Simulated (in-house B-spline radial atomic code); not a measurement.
**Bi¹⁰⁺: ionisation energy by several methods**

How far do functionals differ on the ionisation energy of Bi¹⁰⁺? Each run solves Bi¹⁰⁺ and then the next ion ([Xe] 4f14 5d4).

Program: in-house B-spline radial atomic code version 1. Level of theory: scalar-relativistic (X2C), several functionals, spin-polarised, exact exchange averaged over the configuration; spherical all-electron atom at the radial basis limit. These are calculated values, not measurements, unless marked.

## (1) The atom as given

| Quantity | Value |
| --- | --- |
| element | bismuth (Z = 83) |
| charge | +10 |
| electrons | 73 |
| configuration | [Xe] 4f14 5d5 |
| nucleus | Fermi, rms radius 5.521 fm |

The outer shells:

[Xe] 4f14 5d5
```
[Xe] core
4f [↑↓][↑↓][↑↓][↑↓][↑↓][↑↓][↑↓]
5d [↑ ][↑ ][↑ ][↑ ][↑ ]
```

Where spins are not typed, each open shell is filled with up spins first.

## (2) LC-ωPBE

The run's settings:

```ini
Z = 83
electrons = 73.0
configuration = [Xe] 4f14 5d5
hamiltonian = x2c
method = lc_wpbe
spin_polarised = True
nucleus = fermi
rms_radius = 5.5211
mass_number = 209
atomic_mass = 208.980398599
speed_of_light = 137.035999084
exact_exchange = averaged over the configuration
```

On the command line:

```sh
python run_scf.py task.json out
```

One command runs all members of the session, one after another, from task.json.

## (3) PBE0

Settings: those of step 2 with these lines changed.

```diff
@@ -4,3 +4,3 @@
 hamiltonian = x2c
-method = lc_wpbe
+method = pbe0
 spin_polarised = True
```

## (4) BHandHLYP

Settings: those of step 3 with these lines changed.

```diff
@@ -4,3 +4,3 @@
 hamiltonian = x2c
-method = pbe0
+method = bhandhlyp
 spin_polarised = True
```

## (5) B3LYP

Settings: those of step 4 with these lines changed.

```diff
@@ -4,3 +4,3 @@
 hamiltonian = x2c
-method = bhandhlyp
+method = b3lyp
 spin_polarised = True
```

## (6) B97-1

Settings: those of step 5 with these lines changed.

```diff
@@ -4,3 +4,3 @@
 hamiltonian = x2c
-method = b3lyp
+method = b97_1
 spin_polarised = True
```

**Question.** The tabulated ionisation energy is 183 ± 2.4 eV (tabulated theoretical; NIST Atomic Spectra Database). What does each method give, and which comes nearest?

As calculated:

| method | rung | total energy (hartree) | ΔSCF (eV) | −ε highest (eV) | ΔSCF less tabulated (eV) |
| --- | --- | --- | --- | --- | --- |
| PBE0 | global hybrid | -21506.8993 | 187.92 | 180.47 (5d up) | +4.92 |
| BHandHLYP | global hybrid | -21506.9212 | 187.82 | 183.06 (5d up) | +4.82 |
| B3LYP | global hybrid | -21507.3817 | 187.66 | 179.63 (5d up) | +4.66 |
| B97-1 | global hybrid | -21506.9826 | 187.68 | 179.77 (5d up) | +4.68 |
| LC-ωPBE | range-separated hybrid | -21506.9411 | 187.62 | 182.88 (5d up) | +4.62 |

**Reading.** Against the tabulated ionisation energy, 183 ± 2.4 eV (tabulated theoretical; NIST Atomic Spectra Database), the best here is LC-ωPBE (+4.62 eV) and the worst PBE0 (+4.92 eV, or 2.7 %). All methods miss on the same side by much the same amount, which points to something that they share. Relativistic terms that these runs lack can be as large as the gaps between close methods, so the nearest may be so by luck. Spin-orbit coupling is left out. Open shells are averaged (over orientations, and over spins where the run is restricted), while tables refer to the lowest levels.

Members of this set that are not shown: 1 did not converge.
